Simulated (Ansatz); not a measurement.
**Alloy of GaAs and GaP (8 of 32 As sites exchanged), 64 atoms**

Aim: relax the alloy cell and compare the gap by PBEsol.

Method: density functional theory in Ansatz 0.2.0, PAW datasets, plane waves.

## 1. The starting cell

64 atoms (32 Ga, 24 As, 8 P); a = 11.209 Å, b = 11.209 Å, c = 11.209 Å, α = 90.00°, β = 90.00°, γ = 90.00°. All atoms were shaken off their sites by about 0.02 Å along each axis.

Steps to follow: (2) PBEsol cell relaxation at the single k point (¼, ¼, ¼), on 1 × NVIDIA GB200 with 8 threads of Arm Neoverse-V2.

## 2. PBEsol relaxation of the cell and the positions

Input file in.yaml:

```yaml
crystal:
  lattice:
    - [11.209244, 0.000000, 0.000000]
    - [0.000000, 11.209244, 0.000000]
    - [0.000000, 0.000000, 11.209244]
  atoms:
    - { symbol: Ga, position: [0.999736, 0.001080, 0.000693] }
    - { symbol: Ga, position: [0.001533, 0.999082, 0.497488] }
    - { symbol: Ga, position: [0.998529, 0.499899, 0.001316] }
    - { symbol: Ga, position: [0.001936, 0.501338, 0.500986] }
    - { symbol: Ga, position: [0.500936, 0.000759, 0.003235] }
    - { symbol: Ga, position: [0.497477, 0.000882, 0.501781] }
    - { symbol: Ga, position: [0.500169, 0.498268, 0.002141] }
    - { symbol: Ga, position: [0.501708, 0.499681, 0.499931] }
    - { symbol: Ga, position: [0.250516, 0.250669, 0.001146] }
    - { symbol: Ga, position: [0.248056, 0.249718, 0.499643] }
    - { symbol: Ga, position: [0.251023, 0.756865, 0.001614] }
    - { symbol: Ga, position: [0.248436, 0.750449, 0.499260] }
    - { symbol: Ga, position: [0.749951, 0.248463, 0.002324] }
    - { symbol: Ga, position: [0.750209, 0.249792, 0.501865] }
    - { symbol: Ga, position: [0.752741, 0.749717, 0.999408] }
    - { symbol: Ga, position: [0.751284, 0.747896, 0.499650] }
    - { symbol: Ga, position: [0.249891, 0.000954, 0.251791] }
    - { symbol: Ga, position: [0.250228, 0.999429, 0.751067] }
    - { symbol: Ga, position: [0.249383, 0.499360, 0.246894] }
    - { symbol: Ga, position: [0.249670, 0.499977, 0.747523] }
    - { symbol: Ga, position: [0.748569, 0.998135, 0.252275] }
    - { symbol: Ga, position: [0.748726, 0.998361, 0.750858] }
    - { symbol: Ga, position: [0.751681, 0.500691, 0.249204] }
    - { symbol: Ga, position: [0.745571, 0.504119, 0.750356] }
    - { symbol: Ga, position: [0.999379, 0.245946, 0.250567] }
    - { symbol: Ga, position: [0.000205, 0.250524, 0.752379] }
    - { symbol: Ga, position: [0.999835, 0.747545, 0.252006] }
    - { symbol: Ga, position: [0.000970, 0.750772, 0.748821] }
    - { symbol: Ga, position: [0.501287, 0.246220, 0.251076] }
    - { symbol: Ga, position: [0.501765, 0.249167, 0.750383] }
    - { symbol: Ga, position: [0.498645, 0.750139, 0.246054] }
    - { symbol: Ga, position: [0.502237, 0.749903, 0.750550] }
    - { symbol: As, position: [0.123893, 0.129110, 0.123840] }
    - { symbol: As, position: [0.126333, 0.125081, 0.621169] }
    - { symbol: As, position: [0.128291, 0.624409, 0.125231] }
    - { symbol: As, position: [0.125408, 0.623619, 0.625189] }
    - { symbol: As, position: [0.624023, 0.622536, 0.126725] }
    - { symbol: As, position: [0.624075, 0.622753, 0.624850] }
    - { symbol: As, position: [0.375276, 0.376359, 0.123450] }
    - { symbol: As, position: [0.374049, 0.372125, 0.625601] }
    - { symbol: As, position: [0.376381, 0.874370, 0.123507] }
    - { symbol: As, position: [0.877503, 0.371212, 0.128606] }
    - { symbol: As, position: [0.872888, 0.375268, 0.624778] }
    - { symbol: As, position: [0.876662, 0.874175, 0.124954] }
    - { symbol: As, position: [0.875820, 0.874328, 0.627108] }
    - { symbol: As, position: [0.375607, 0.126655, 0.370658] }
    - { symbol: As, position: [0.373432, 0.626860, 0.875786] }
    - { symbol: As, position: [0.872000, 0.125596, 0.876250] }
    - { symbol: As, position: [0.875268, 0.623040, 0.872741] }
    - { symbol: As, position: [0.125856, 0.375676, 0.375377] }
    - { symbol: As, position: [0.124111, 0.376332, 0.873127] }
    - { symbol: As, position: [0.126040, 0.876072, 0.372883] }
    - { symbol: As, position: [0.127980, 0.873271, 0.874706] }
    - { symbol: As, position: [0.625197, 0.374745, 0.377154] }
    - { symbol: As, position: [0.622798, 0.874093, 0.374418] }
    - { symbol: As, position: [0.623758, 0.878151, 0.872603] }
    - { symbol: P, position: [0.625451, 0.122686, 0.122818] }
    - { symbol: P, position: [0.624595, 0.123182, 0.623565] }
    - { symbol: P, position: [0.373503, 0.875966, 0.622938] }
    - { symbol: P, position: [0.373248, 0.122374, 0.872554] }
    - { symbol: P, position: [0.373399, 0.624571, 0.374703] }
    - { symbol: P, position: [0.872727, 0.124088, 0.375128] }
    - { symbol: P, position: [0.874122, 0.624837, 0.375750] }
    - { symbol: P, position: [0.627427, 0.375647, 0.874942] }
  symmetry: { detect: false }
kpoints:
  mp_grid: { grid: [1, 1, 1], shift: [0.25, 0.25, 0.25] }
hamiltonian:
  xc: pbesol
scf:
  occupations: { method: fermi_dirac, width: 0.01 }
relax:
  f_tol: 0.03
  max_steps: 80
  escape_saddle: false
  adjacent_minimum: "off"
  cell: { fix: [shape] }
output:
  forces: true
  eigenvalues: true
  populations: true
```

Run with:

```console
$ ansatz run in.yaml --threads 8 --pin off --max-ram 118750MiB --runs-dir r --events-out ev --progress --plain --backend cuda --devices 0, --max-vram 170GiB
```

**Question.** What will these runs give? Wanted: for each run, top filled to lowest empty.

As calculated:

| level | time | top filled to lowest empty (eV) |
| --- | --- | --- |
| PBEsol, relaxation | 5 s (GPU) | 1.41 |

| quantity | value |
| --- | --- |
| relaxation | 4 recorded steps, 0.88 eV gained |
| largest shift | 0.11 Å (Ga24) |
| relaxed cell | a = 11.205 Å, b = 11.205 Å, c = 11.205 Å, α = 90.00°, β = 90.00°, γ = 90.00° |
| mean bonds | As–Ga 2.443, Ga–P 2.376 Å |

**In words.** Relaxation gains 0.88 eV, with shifts up to 0.11 Å (Ga24), while the volume changes by -0.1 %. The mean lengths of the listed bonds run from Ga–P 2.38 Å to As–Ga 2.44 Å. Spin–orbit coupling is left out, which matters for the band edges of the heavier elements here. With one k point the spacing samples only the states that fold onto it, so it can exceed the gap over the zone.
